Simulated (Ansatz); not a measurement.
# ZnHg3 and its free atoms: a cohesive energy from free atoms

Computed with Ansatz 0.2.0, Python API.

Typed at the interpreter:
```pycon
>>> from collections import Counter
>>> import warnings
>>> import ansatz as az
>>> config = {
...     "functional": "PBEsol",
...     "k_spacing": 0.3,
...     "occupations": "fermi_dirac",
...     "smearing_width": 0.02,
... }
>>> PHASES = {
...     "ZnHg3": (
...         [[0.0, 3.708506, 3.708506], [3.708506, 0.0, 3.708506], [3.708506, 3.708506, 0.0]],
...         [
...             ("Zn", [0.0, 0.0, 0.0]),
...             ("Hg", [0.25, 0.25, 0.25]),
...             ("Hg", [0.75, 0.75, 0.75]),
...             ("Hg", [0.5, 0.5, 0.5]),
...         ],
...     ),
... }
>>> def build(vectors, sites):
...     crystal = az.Crystal(lattice=az.Lattice.of(vectors))
...     for symbol, position in sites:
...         crystal = crystal.atom(symbol, position)
...     return crystal
...
>>> def counts(outcome):
...     return Counter(site.symbol for site in outcome.lattice.sites)
...
>>> UNPAIRED = {"Zn": 0, "Hg": 0}  # unpaired electrons of the free atoms
>>> def ground_state(name, crystal):
...     calc = (
...         crystal.calculation()
...         .basis(41 * az.Ry)
...         .functional(config["functional"])
...         .kpoints(spacing=config["k_spacing"])
...         .occupations(config["occupations"], width=config["smearing_width"])
...     )
...     if name.endswith(" atom"):
...         calc = calc.kpoints(1, 1, 1).occupations("fermi_dirac", width=0.01)
...         if UNPAIRED[name.split()[0]]:
...             calc = calc.spin("collinear")
...         return calc.run()
...     calc = calc.relax(force_tolerance=0.01, cell=True)
...     return calc.run()
...
>>> warnings.simplefilter("ignore")
>>> phases = {name: build(*cell) for name, cell in PHASES.items()}
>>> # a box with unlike edges lets an open shell break the spherical symmetry
>>> for element, moment in UNPAIRED.items():
...     phases[f"{element} atom"] = az.Lattice.orthorhombic(9.0, 9.5, 10.0).atom(element, (0.5, 0.5, 0.5), moment=moment or None)
...
>>> done = {name: ground_state(name, crystal) for name, crystal in phases.items()}
>>> print({element: round(done[f"{element} atom"].report["magnetization_mub"], 2) for element in UNPAIRED}, "muB on the free atoms")
{'Zn': 0.0, 'Hg': 0.0} muB on the free atoms
>>> solid = done["ZnHg3"]
>>> n = counts(solid)
>>> binding = (sum(k * done[f"{e} atom"].report["energy_sigma0_ev"] for e, k in n.items()) - solid.report["energy_sigma0_ev"]) / sum(n.values())
>>> print(f"cohesive energy {binding:.3f} eV/atom = {96.4853 * binding:.0f} kJ/mol of atoms (no zero-point energy)")
cohesive energy 0.682 eV/atom = 66 kJ/mol of atoms (no zero-point energy)
```

Notes:
- Other magnetic orders than the one started from may lie lower.
- For the metals among these phases the mesh is modest: differences between phases can be off by up to 40 meV an atom.
- Spin-orbit coupling, which matters for elements this heavy, is left out.
- The cells come from databases of deposited and of computed structures, and not all need be stable phases.
- Free atoms in a box carry small image and symmetry errors, and spin-orbit coupling is left out.
- It ran for 20 s on 1 thread of Arm Neoverse V2, with other jobs on the host, peak memory 0.69 GiB.
